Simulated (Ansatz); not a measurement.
## AlBH₅NO, SMILES NB[O][AlH2]: a rigid scan of one bond angle, step by step

Computed with Ansatz's Python interface.

At the Python prompt:
```pycon
>>> import ansatz as az
>>> from ase import Atoms
>>> BASIS_SET = "def2-SVP"
>>> XC = "r2scan"
>>> FMAX = 0.02
>>> atoms = Atoms(["N", "B", "O", "Al", "H", "H", "H", "H", "H"], positions=[
...     (0.397, 1.5596, -0.7881),
...     (0.6727, 0.1153, -0.7693),
...     (-0.4297, -0.8734, -0.745),
...     (-0.5403, -1.2898, 1.0408),
...     (-0.2974, 1.7513, -1.6223),
...     (-0.1853, 1.8395, 0.0695),
...     (1.8264, -0.2316, -0.8731),
...     (0.2705, -2.4744, 1.6821),
...     (-1.6251, -0.4427, 1.9883),
... ])
>>> first = az.Crystal.molecule_from_ase(atoms).calculation()
>>> first = first.basis(gaussian=BASIS_SET)
>>> first = first.functional(XC)
>>> first = first.accuracy("medium")
>>> first = first.relax(force_tolerance=FMAX, max_steps=80)
>>> atoms.positions = first.run(threads=1, pin="off").report["positions_ang"]
>>> rows = []
>>> for angle in [85, 95, 105, 115, 125, 140, 160]:
...     bent = atoms.copy()
...     bent.set_angle(1, 2, 3, angle, indices=[3, 7, 8])
...     base = (
...         az.Crystal.molecule_from_ase(bent).calculation()
...         .basis(gaussian=BASIS_SET)
...         .functional(XC)
...         .accuracy("medium")
...     )
...     rows.append((angle, base.run(threads=1, pin="off").report["free_energy_ev"]))
...
>>> floor = min(e for _, e in rows)
>>> for angle, e in rows:
...     print(f"angle B1-O2-Al3 = {angle:3d} deg   {1000 * (e - floor):9.1f} meV")
...
angle B1-O2-Al3 =  85 deg       491.2 meV
angle B1-O2-Al3 =  95 deg       282.6 meV
angle B1-O2-Al3 = 105 deg       223.3 meV
angle B1-O2-Al3 = 115 deg       178.9 meV
angle B1-O2-Al3 = 125 deg       128.6 meV
angle B1-O2-Al3 = 140 deg        58.3 meV
angle B1-O2-Al3 = 160 deg         0.0 meV
```

Caveats:
- The settings weren't tested for convergence.
- The scan is rigid, and the energies are electronic, in a modest basis. The zero is the lowest point of the grid, which needn't be the minimum.
- Run time: 2.2 min on 1 thread of Arm Neoverse V1, with other jobs on the host, peak memory 0.24 GiB.
